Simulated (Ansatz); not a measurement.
# C2H5Si (SMILES C=C[SiH2]) at UHF/3-21G

Aim: the electronic atomisation energy of C2H5Si at UHF/3-21G, from 4 runs. 

Program for the calculation: Ansatz 0.2.0.

25 further runs of the same task are left out: 25 set aside as unsound or not needed.

## Step 1: The system as given

C2H5Si: 8 atoms, total charge 0, spin state doublet. As SMILES, `C=C[SiH2]`. Geometry: relaxed at PBE0-D4/def2-TZVP.

Bond lengths: C1–C2 1.338 Å, C2–Si3 1.837 Å, C1–H4 1.086 Å, C1–H5 1.086 Å, C2–H6 1.089 Å, Si3–H7 1.487 Å, Si3–H8 1.487 Å. Angles: C1–C2–Si3 124.1°, C1–C2–H6 118.0°, Si3–C2–H6 117.8°, C2–C1–H4 121.8°, C2–C1–H5 122.0°, C2–Si3–H7 112.1°, C2–Si3–H8 113.3°, H4–C1–H5 116.2°, H7–Si3–H8 112.2°.

## Step 2: A single-point energy at UHF/3-21G

molecule.yaml reads:

```yaml
crystal:
  periodic: [false, false, false]
  atoms:
    - {symbol: C, position_ang: [-0.408600, 0.930200, -0.877900]}
    - {symbol: C, position_ang: [-0.357700, 0.348900, 0.326600]}
    - {symbol: Si, position_ang: [0.886400, -0.913500, 0.807600]}
    - {symbol: H, position_ang: [0.266200, 0.644900, -1.679900]}
    - {symbol: H, position_ang: [-1.129000, 1.708400, -1.111700]}
    - {symbol: H, position_ang: [-1.056700, 0.689200, 1.089200]}
    - {symbol: H, position_ang: [1.531500, -1.544100, -0.375100]}
    - {symbol: H, position_ang: [0.360000, -1.921200, 1.765400]}
basis:
  gaussian: {orbitals: 3-21G.json}
magnetization: {spin_polarized: true, initial_magnetization: 1}
hamiltonian: {xc: hf}
accuracy: high
output: {orbitals: {seedname: orbitals}}
```

The basis set 3-21G is read from a file made from the Basis Set Exchange's data (not shown).

Run with:

```sh
ansatz run molecule.yaml --threads 1 --pin off --max-ram 3480MiB --events-out events.jsonl --progress --plain --runs-dir runs
```

The program printed:

```text
Warning: RAYON_NUM_THREADS=1 ignored (pool sized by the plan → 1); use --threads N
Functional definition: HF
  name "HF"
  exchange = exact_x
  correlation = 0
965 factors; integrals over basis functions are off by at most 4.2e-9 eV
mean field evaluation 1: about -9945.1858 eV, gradient 1.4e1 eV
mean field evaluation 2: about -9945.4399 eV, gradient 1.4e1 eV
mean field evaluation 4: about -9946.9830 eV, gradient 2.0e0 eV
mean field evaluation 8: about -9947.0892 eV, gradient 5.3e-1 eV
mean field evaluation 16: about -9947.1289 eV, gradient 1.9e-8 eV
mean field -9947.12894241 eV, -365.5502462273 hartree, gradient 3.0e-8 eV, S^2 0.933425; 0 other end points of the search recorded, 0 dependent functions left out
reference -9947.12894241 eV, -365.5502462273 hartree; 16, 15 occupied and 25, 26 virtual orbitals, 965 factors
Total energy: -9947.12894241 eV, -365.5502462273 hartree
```

Run time: 0.46 s. Hardware: 1 thread of Arm Neoverse V2, shared host; peak memory 0.097 GiB.

## Step 3: The C atom, same level

input.yaml reads:

```yaml
crystal:
  periodic: [false, false, false]
  atoms:
    - {symbol: C, position_ang: [0.000000, 0.000000, 0.000000]}
basis:
  gaussian: {orbitals: 3-21G.json}
magnetization: {spin_polarized: true, initial_magnetization: 2}
hamiltonian: {xc: hf}
accuracy: high
```

The basis set 3-21G is read from a file made from the Basis Set Exchange's data (not shown).

Run with:

```sh
ansatz run input.yaml --threads 1 --pin off --max-ram 3480MiB --events-out events.jsonl --progress --plain --runs-dir runs
```

The program printed:

```text
Warning: RAYON_NUM_THREADS=1 ignored (pool sized by the plan → 1); use --threads N
Functional definition: HF
  name "HF"
  exchange = exact_x
  correlation = 0
42 factors; integrals over basis functions are off by at most 9.6e-9 eV
mean field evaluation 1: about -1019.7341 eV, gradient 4.9e0 eV
mean field evaluation 2: about -1019.7347 eV, gradient 4.9e0 eV
mean field evaluation 4: about -1019.9117 eV, gradient 1.9e-1 eV
mean field evaluation 8: about -1019.9119 eV, gradient 6.4e-5 eV
mean field evaluation 16: about -1019.9118 eV, gradient 6.1e-2 eV
mean field evaluation 32: about -1019.9119 eV, gradient 2.8e-8 eV
mean field -1019.91186813 eV, -37.4810698326 hartree, gradient 2.8e-8 eV, S^2 2.000971; 2 other end points of the search recorded, 0 dependent functions left out
reference -1019.91186813 eV, -37.4810698326 hartree; 4, 2 occupied and 5, 7 virtual orbitals, 42 factors
Total energy: -1019.91186813 eV, -37.4810698326 hartree
```

It took 0.04 s on 1 thread of Arm Neoverse V2, shared host.

## Step 4: The H atom at the same level

input.yaml reads:

```yaml
crystal:
  periodic: [false, false, false]
  atoms:
    - symbol: H
      position_ang: [0.000000, 0.000000, 0.000000]
basis:
  gaussian: {orbitals: 3-21G.json}
total_charge: 0
magnetization: {spin_polarized: true, initial_magnetization: 1}
hamiltonian: {xc: hf}
accuracy: high
```

The basis set 3-21G is read from a file made from the Basis Set Exchange's data (not shown).

Run with:

```sh
ansatz run input.yaml --threads 1 --pin off --max-ram 3480MiB --events-out events.jsonl --progress --plain --runs-dir runs
```

The program printed:

```text
Warning: RAYON_NUM_THREADS=1 ignored (pool sized by the plan → 1); use --threads N
Functional definition: HF
  name "HF"
  exchange = exact_x
  correlation = 0
3 factors; integrals over basis functions are off by at most 1.3e-8 eV
mean field evaluation 1: about -13.4868 eV, gradient 1.3e0 eV
mean field evaluation 2: about -13.4868 eV, gradient 1.3e0 eV
mean field evaluation 4: about -13.5023 eV, gradient 2.1e-5 eV
mean field evaluation 8: about -13.5023 eV, gradient 1.0e-12 eV
mean field -13.50225274 eV, -0.4961986360 hartree, gradient 4.5e-8 eV, S^2 0.750000; 0 other end points of the search recorded, 0 dependent functions left out
reference -13.50225274 eV, -0.4961986360 hartree; 1, 0 occupied and 1, 2 virtual orbitals, 3 factors
Total energy: -13.50225274 eV, -0.4961986360 hartree
```

It took 0.04 s on 1 thread of Arm Neoverse V2, shared host.

## Step 5: The Si atom

job.yaml reads:

```yaml
basis:
  gaussian:
    orbitals: 3-21G.json
crystal:
  periodic: [false, false, false]
  atoms:
    - symbol: Si
      position_ang: [0.000000, 0.000000, 0.000000]
magnetization:
  spin_polarized: true
  initial_magnetization: 2
hamiltonian:
  xc: hf
accuracy: high
```

The basis set 3-21G is read from a file made from the Basis Set Exchange's data (not shown).

Run the same way, it converges to -287.34443 Eh (log not shown).

## Step 6: Results

Level: UHF/3-21G.

| quantity | value |
| --- | --- |
| molecule: total energy | -365.55025 Eh |
| molecule: HOMO energy (highest over α and β) | -8.34 eV |
| molecule: LUMO energy (lowest over α and β) | 1.57 eV |
| molecule: ⟨S²⟩ | 0.933 |
| C atom: total energy | -37.48107 Eh |
| C atom: ⟨S²⟩ | 2.001 |
| H atom: total energy | -0.49620 Eh |
| H atom: ⟨S²⟩ | 0.750 |
| Si atom: total energy | -287.34443 Eh |
| Si atom: ⟨S²⟩ | 2.000 |
| electronic atomisation energy | 20.754 eV |

What this shows: Taking the molecule apart into free atoms costs 20.75 eV (2002 kJ/mol), before zero-point energy and without spin-orbit coupling. Hartree–Fock lacks the correlation of the bonding pairs, which as a rule makes this value much too low; in minimal bases other errors can mask that. The basis has no polarisation functions, which makes bonds too weak. ⟨S²⟩ (molecule) is 0.93 where a pure doublet has 0.75: the reference is spin-contaminated.
